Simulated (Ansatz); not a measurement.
# Cl2O2Ti: the cost of one run

Computed with Ansatz 0.2.0, Gaussian basis. Level: def2-SVP, all electrons in the functionals.

The runs, in order: PBE, r2SCAN, PBE0, B3LYP, wB97M-V, at charge 0, quintet; charge 0, triplet; charge 0, septet; charge 1, quartet; charge 1, sextet.

14 further runs of the same task are left out: 9 that didn't finish, 5 set aside as unsound or not needed.

## (1) The system

The geometry is a PBE0/def2-TZVP stationary point (not a proven minimum).

5 atoms, charge 0, spin multiplicity 5.

Atoms are counted from 1 here; the program's logs count them from 0.

Bond lengths: Ti1–O2 1.853 Å, Ti1–O3 1.853 Å, Ti1–Cl4 2.375 Å, Ti1–Cl5 2.375 Å. Angles: O2–Ti1–O3 123.6°, O2–Ti1–Cl4 113.3°, O2–Ti1–Cl5 113.3°, O3–Ti1–Cl4 113.3°, O3–Ti1–Cl5 113.3°, Cl4–Ti1–Cl5 66.4°.

Coordinates:

| atom | x (Å) | y (Å) | z (Å) |
| --- | --- | --- | --- |
| Ti1 | 0.0000 | 0.0000 | 0.7488 |
| O2 | 1.6327 | 0.0000 | 1.6242 |
| O3 | -1.6327 | 0.0000 | 1.6242 |
| Cl4 | 0.0000 | -1.3003 | -1.2385 |
| Cl5 | 0.0000 | 1.3003 | -1.2385 |

No dispersion term is added; wB97M-V holds VV10 nonlocal correlation. B3LYP takes the VWN-RPA correlation.

The geometry shown and the zero of energy belong to the point charge 0, quintet. The yardstick, UCCSD(T), and other wave-function levels (R restricted, U unrestricted, valence and pair active spaces) come from earlier runs.

## (2) PBE, charge 0, quintet

Contents of in.yaml:

```yaml
crystal:
  periodic: [false, false, false]
  atoms:
    - {symbol: Ti, position_ang: [0.000000, 0.000000, 0.748806]}
    - {symbol: O, position_ang: [1.632733, 0.000000, 1.624229]}
    - {symbol: O, position_ang: [-1.632733, 0.000000, 1.624229]}
    - {symbol: Cl, position_ang: [0.000000, -1.300256, -1.238491]}
    - {symbol: Cl, position_ang: [0.000000, 1.300256, -1.238491]}
basis:
  gaussian: {orbitals: def2-SVP}
magnetization: {spin_polarized: true, initial_magnetization: 4}
hamiltonian: {xc: {name: PBE}}
output: {orbitals: {seedname: orbitals}}
```

Started as:

```
$ ansatz run in.yaml --threads 1 --pin off --events-out ev --progress --plain --max-ram 4096MiB --backend cpu
```

What time and memory should one allow on 1 thread of AMD EPYC 7R13, shared host?

About 1.7 min, with a peak of 0.25 GiB.
